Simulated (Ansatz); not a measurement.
# AlBClH4N: the cost of one run

Method: RKS LDA/def2-SVP, in Ansatz 0.2.0.

**1. Starting point**

Bond lengths: B1–N2 1.458 Å, N2–Al3 1.927 Å, Al3–Cl4 2.246 Å, B1–H5 1.218 Å, B1–H6 1.238 Å, N2–H7 1.052 Å, Al3–H8 1.532 Å. Angles: B1–N2–Al3 107.0°, B1–N2–H7 108.0°, Al3–N2–H7 107.8°, N2–B1–H5 122.3°, N2–B1–H6 121.4°, H5–B1–H6 112.2°, N2–Al3–Cl4 116.8°, N2–Al3–H8 119.5°, Cl4–Al3–H8 123.1°.

Coordinates:

```xyz
8

B     0.1208    1.4050   -0.2683
N     0.8505    0.2813    0.3062
Al   -0.2181   -1.2950    0.0113
Cl    0.8225   -3.0718   -0.8856
H     0.0520    1.5904   -1.4702
H    -0.8066    1.9517    0.3435
H     0.9173    0.4344    1.3444
H    -1.6462   -1.3531    0.5629
```

**2. End point A**

input.yaml reads:

```yaml
crystal:
  periodic: [false, false, false]
  atoms:
    - { symbol: B, position_ang: [0.1208, 1.405, -0.2683] }
    - { symbol: "N", position_ang: [0.8505, 0.2813, 0.3062] }
    - { symbol: Al, position_ang: [-0.2181, -1.295, 0.0113] }
    - { symbol: Cl, position_ang: [0.8225, -3.0718, -0.8856] }
    - { symbol: H, position_ang: [0.052, 1.5904, -1.4702] }
    - { symbol: H, position_ang: [-0.8066, 1.9517, 0.3435] }
    - { symbol: H, position_ang: [0.9173, 0.4344, 1.3444] }
    - { symbol: H, position_ang: [-1.6462, -1.3531, 0.5629] }
basis:
  gaussian: { orbitals: def2-SVP }
hamiltonian:
  xc: lda
relax:
  f_tol: 0.015
  max_steps: 40
output:
  orbitals: {}
```

On the command line:

```sh
$ ansatz run input.yaml --threads 1 --pin off --max-ram 2048MiB --backend cpu --events-out ev --progress --plain --runs-dir out
```

What time and memory should one allow on 1 thread of Arm Neoverse V2, shared host?

About 36 s, with a peak of 0.16 GiB.
